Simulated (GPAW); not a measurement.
The system is PtSe.

```xyz
2
Lattice="3.7019 0.0000 0.0000 -1.8509 3.2059 0.0000 0.0000 0.0000 3.6128" Properties=species:S:1:pos:R:3 pbc="T T T"
Pt    0.0000    0.0000    0.0000
Se    1.8509    1.0686    1.8064
```

The cell comes from a database or a generator and needn't be the stable form of this composition.

Base run:

- Program: GPAW 26.7.0
- Functional: BLYP
- Potentials or basis: PAW data sets generated in the run's folder for this functional
- Cutoff: 600 eV
- Basis: pw
- k mesh: 8 × 8 × 7
- Occupations: fermi-dirac, width 0.05 eV
- Spin: no spin polarisation

Its results: band gap on the k mesh none (metal or under the smearing width); pressure -4.5 GPa.

Problem. The run is repeated on the same cell with these changes: functional from BLYP to PW91. What comes out?

Solution. Band gap on the k mesh none (metal or under the smearing width); pressure -11.2 GPa.

PW91 binds more tightly than BLYP, so the same cell stands under less pressure.

Not every run made on this cell is shown here.
